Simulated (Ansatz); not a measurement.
# C3H6OSi: the cost of one run

All numbers are computed with Ansatz 0.2.0, driven from Python. Level of theory: PBE0+D3(BJ)/6-31G*.

**1. The structure**

Bond lengths: C1–Si2 1.739 Å, Si2–O3 1.617 Å, Si2–C4 1.805 Å, Si2–C5 1.770 Å, C4–C5 1.362 Å, C1–H6 1.142 Å, C1–H7 1.085 Å, C1–H8 1.126 Å, O3–H9 0.994 Å, C4–H10 1.000 Å, C5–H11 1.043 Å. Angles (14 of 19 angles, heavy atoms first): C1–Si2–O3 118.8°, C1–Si2–C4 121.4°, C1–Si2–C5 119.8°, O3–Si2–C4 114.8°, O3–Si2–C5 116.4°, C4–Si2–C5 44.8°, Si2–C4–C5 66.3°, Si2–C5–C4 69.0°, Si2–C1–H6 114.6°, Si2–C1–H7 114.9°, Si2–C1–H8 113.7°, Si2–O3–H9 118.5°, Si2–C4–H10 151.6°, C5–C4–H10 141.5°.

No structure file is read: the coordinates are typed or built in the script.

**2. The code**

opt_c3h6osi.py

```python
"""Relax the C3H6OSi molecule."""

import warnings

import ansatz as az
import numpy as np

warnings.simplefilter("ignore", az.DeckWarning)

geometry_ang = [
    ("C", (-1.3939, 0.7844, 0.3237)),
    ("Si", (0.1213, -0.0691, 0.351)),
    ("O", (0.7996, -0.405, 1.7797)),
    ("C", (1.2777, 0.0205, -1.0324)),
    ("C", (0.5552, -1.1334, -0.9956)),
    ("H", (-1.3587, 1.8319, 0.7779)),
    ("H", (-2.2047, 0.2934, 0.8514)),
    ("H", (-1.7678, 1.0091, -0.7147)),
    ("H", (1.6767, -0.8727, 1.7896)),
    ("H", (1.9198, 0.524, -1.6112)),
    ("H", (0.4402, -2.04, -1.4988)),
]
geometry = az.Crystal.molecule()
for symbol, xyz in geometry_ang:
    geometry = geometry.atom(symbol, xyz)

job = geometry.calculation().basis(gaussian="6-31G*").functional("PBE0", dispersion="d3bj")
symbols = [site.symbol for site in geometry.cartesian_sites]
start = np.array([site.position_ang for site in geometry.cartesian_sites], dtype=float)
r = job.relax(force_tolerance=0.005, max_steps=100).run(threads=1, pin="off").report
end = np.array(r["positions_ang"])

print(f"E = {r['free_energy_ev']:.6f} eV = {r['free_energy_ev'] / 27.211386246:.7f} Ha")
print("converged:", r["converged"], " doubts:", r["published_state_doubts"] or "none")

print("final positions (A) and the move of each atom")
for symbol, xyz, old in zip(symbols, end, start):
    print(f"{symbol:2s} {xyz[0]:10.5f} {xyz[1]:10.5f} {xyz[2]:10.5f}   {np.linalg.norm(xyz - old):7.4f}")

charges = r["charge_distribution"]
print("dipole moment", round(4.803205 * float(np.linalg.norm(charges["dipole_moment_e_ang"])), 3), "D")
print("Mulliken:", [(s, round(q, 3)) for s, q in zip(symbols, charges["mulliken_charges_e"])])
```

**3. What the engine is handed**

The engine receives this input:

```yaml
crystal:
  periodic: [false, false, false]
  atoms:
    - { symbol: C, position_ang: [-1.3939, 0.7844, 0.3237] }
    - { symbol: Si, position_ang: [0.1213, -0.0691, 0.351] }
    - { symbol: O, position_ang: [0.7996, -0.405, 1.7797] }
    - { symbol: C, position_ang: [1.2777, 0.0205, -1.0324] }
    - { symbol: C, position_ang: [0.5552, -1.1334, -0.9956] }
    - { symbol: H, position_ang: [-1.3587, 1.8319, 0.7779] }
    - { symbol: H, position_ang: [-2.2047, 0.2934, 0.8514] }
    - { symbol: H, position_ang: [-1.7678, 1.0091, -0.7147] }
    - { symbol: H, position_ang: [1.6767, -0.8727, 1.7896] }
    - { symbol: H, position_ang: [1.9198, 0.524, -1.6112] }
    - { symbol: H, position_ang: [0.4402, -2.04, -1.4988] }
basis:
  gaussian:
    orbitals: "6-31G*"
hamiltonian:
  xc: pbe0
  dispersion: d3bj
relax:
  f_tol: 0.005
  max_steps: 100
```

**4. The run**

Started as:

```sh
> python opt_c3h6osi.py
```

**Question.** How long does this script take on 1 thread of Arm Neoverse V1, shared host, and how much memory does it need?

About 44 s, with a peak of 0.26 GiB.
